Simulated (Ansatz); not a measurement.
# In2Ga3As5: the cost of one run

Method: DFT PBE, scalar-relativistic, plane waves, PAW, in Ansatz 0.2.0.

1 further run of the same task is left out (it didn't finish).

**1. The system as given**

It takes space group I-4m2 (No. 119, tetragonal). Conventional cell: a = 3.998 Å, b = 3.998 Å, c = 28.273 Å, α = 90.00°, β = 90.00°, γ = 90.00°. Around In (site symmetry 2mm) lie 4 As at 2.45 Å. Ga (site symmetry 2mm) has 4 As at 2.45 Å in its first shell of neighbours. Ga (site symmetry -4m2) is surrounded by 4 As at 2.45 Å. Around As (site symmetry 2mm) lie 2 In at 2.45 Å and 2 Ga at 2.45 Å. As (site symmetry -4m2) has 4 In at 2.45 Å in its first shell of neighbours. Around As (site symmetry 2mm) lie 4 Ga at 2.45 Å.

Coordinates:

```cif
data_structure
_symmetry_space_group_name_H-M 'P 1'
_symmetry_Int_Tables_number 1
_cell_length_a 14.4167
_cell_length_b 14.4167
_cell_length_c 14.4167
_cell_angle_alpha 164.058
_cell_angle_beta 164.058
_cell_angle_gamma 22.620
_cell_volume 226.01
loop_
_atom_site_label
_atom_site_type_symbol
_atom_site_fract_x
_atom_site_fract_y
_atom_site_fract_z
_atom_site_occupancy
In1 In 0.20000 0.20000 0.00000 1
In2 In 0.80000 0.80000 0.00000 1
Ga1 Ga 0.60000 0.60000 0.00000 1
Ga2 Ga 0.40000 0.40000 0.00000 1
Ga3 Ga 0.00000 0.00000 0.00000 1
As1 As 0.15000 0.65000 0.50000 1
As2 As 0.75000 0.25000 0.50000 1
As3 As 0.35000 0.85000 0.50000 1
As4 As 0.95000 0.45000 0.50000 1
As5 As 0.55000 0.05000 0.50000 1
```

The start is an ordering of an alloy on its end members' structure types: elements ordered on the sites of the InAs type, Ga/In on In (I-4m2, No. 119).

**2. A first look at the guess**

input.yaml

```yaml
crystal:
  lattice:
    - [-1.99923333, 1.99923333, 14.13671448]
    - [1.99923333, -1.99923333, 14.13671448]
    - [1.99923333, 1.99923333, -14.13671448]
  atoms:
    - { symbol: In, position: [0.2, 0.2, 0.0] }
    - { symbol: In, position: [0.8, 0.8, 0.0] }
    - { symbol: Ga, position: [0.6, 0.6, 0.0] }
    - { symbol: Ga, position: [0.4, 0.4, 0.0] }
    - { symbol: Ga, position: [0.0, 0.0, 0.0] }
    - { symbol: As, position: [0.15, 0.65, 0.5] }
    - { symbol: As, position: [0.75, 0.25, 0.5] }
    - { symbol: As, position: [0.35, 0.85, 0.5] }
    - { symbol: As, position: [0.95, 0.45, 0.5] }
    - { symbol: As, position: [0.55, 0.05, 0.5] }
basis:
  ecutwfc: 420
kpoints:
  mp_grid: { grid: [6, 6, 6] }
hamiltonian:
  xc: pbe
scf:
  occupations: { method: gaussian, width: 0.1 }
  lower_state_search: "off"
output:
  forces: true
  stress: true
  eigenvalues: true
```

On the command line:

```console
$ ansatz run input.yaml --threads 4 --pin off --max-ram 8192MiB --backend cpu --events-out ev --progress --plain --runs-dir out
```

**Question.** How long does this run take on 4 threads of Arm Neoverse V1, shared host, and how much memory does it need?

About 15 s, with a peak of 0.89 GiB.
